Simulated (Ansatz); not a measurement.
Crystal: Hf2Pd2Se2Br2O3.

```
Hf Pd Se Br O
1.0
    -1.89227    2.67212   12.28423
     1.89227   -2.67212   12.28423
     1.89227    2.67212  -12.28423
Hf Pd Se Br O
2 2 2 2 3
Direct
  0.92095 0.92095 0.00000
  0.07905 0.07905 0.00000
  0.68332 0.68332 0.00000
  0.31668 0.31668 0.00000
  0.61777 0.11777 0.50000
  0.38223 0.88223 0.50000
  0.78660 0.78660 0.00000
  0.21340 0.21340 0.00000
  0.90121 0.40121 0.50000
  0.09879 0.59879 0.50000
  0.00000 0.00000 0.00000
```

The cell was built by a generator and needn't be a form met in nature.

* Program: Ansatz 0.2.0
* Task: relaxation of cell and atoms
* Functional: PBE
* Dispersion: D3(BJ)
* Potentials or basis: all-electron PAW datasets made for the crystal
* k mesh: 5 × 5 × 5
* Occupations: fermi-dirac, width 0.05 eV
* Spin: no spin polarisation

At the start: volume 22.59 Å³/atom.

Problem. Where does the relaxation end?

Solution. Over 9 steps the energy falls by 4.3 meV/atom and the volume is 21.95 Å³/atom (-2.8 %); space group Immm (No. 71, to 0.05 Å).

The path:
```
step  energy change (eV)  largest force (eV/Å)  volume (Å³)
   1              0.0000                0.0449       248.45
   2             -0.0422                0.1031       242.75
   3             -0.0447                0.0760       241.11
   4             -0.0465                0.0485       241.64
   5             -0.0472                0.0350       241.58
   6             -0.0474                0.0368       241.61
   7             -0.0478                0.0101       241.50
   8             -0.0478                0.0009       241.46
   9             -0.0478                0.0009       241.46
```

Final structure:
```xyz
11
Lattice="-1.8770 2.6311 12.2228 1.8770 -2.6311 12.2228 1.8770 2.6311 -12.2228" Properties=species:S:1:pos:R:3 pbc="T T T"
Hf    0.0000    0.0000   22.5077
Hf    0.0000    0.0000    1.9378
Pd    0.0000    0.0000   16.7224
Pd    0.0000    0.0000    7.7232
Se    0.0000    2.6311    2.8900
Se    1.8770    0.0000    9.3328
Br    0.0000    0.0000   19.2406
Br    0.0000    0.0000    5.2050
O     0.0000    2.6311    9.7715
O     1.8770    0.0000    2.4513
O     0.0000    0.0000    0.0000
```

Caveat: the k mesh is coarse (spacing up to 0.41 Å⁻¹), so the values aren't converged; the k mesh is thin for a metal, which can move the energy by tens of meV per atom.
